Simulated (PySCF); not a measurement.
# C5H10SeSi: the cost of one run

Computed with PySCF 2.14.0 and routines of our own; the level stands in each step. Atoms count from 0.

## (1) The starting structure

17 atoms, charge 0, multiplicity 1; geometry from: GFN2-xTB.

## (2) Magnetic properties: GIAO B97-2/pcSseg-1

Job settings and geometry (Å):

```
{"job": {"kind": "mag", "xc": "B97-2", "basis": "pcSseg-1", "isotopologues": 2}, "charge": 0, "multiplicity": 1}
C     -2.179184    -2.247287     0.087799
C     -2.057431    -0.947955    -0.125867
Si    -0.423873    -0.051158     0.041245
Se     1.281544    -1.522006     0.477471
C      2.793096    -0.342499     0.113938
C     -0.375960     1.738449     0.654890
C     -0.101497     1.584812    -0.851385
H     -3.118959    -2.769158    -0.000712
H     -1.323578    -2.848714     0.362548
H     -2.919114    -0.357469    -0.400009
H      3.695341    -0.924163     0.279197
H      2.765448     0.502949     0.794857
H      2.748979    -0.009550    -0.918924
H      0.453512     2.101122     1.245527
H     -1.291107     2.250985     0.912588
H     -0.849278     2.000645    -1.510365
H      0.895061     1.853027    -1.172708
```

Level: GIAO B97-2/pcSseg-1 magnetisability, rotational g tensor and spin-rotation constants, non-relativistic, gas phase.

On the command line:

```console
$ OMP_NUM_THREADS=1 python excited_run.py task.json out
```

The driver reads the jobs from task.json and runs them one after another.

**Question.** How long does this first job take on 1 thread of Arm Neoverse N1, shared host, and how much memory does it need?

About 88 s, with a peak of 0.99 GiB.
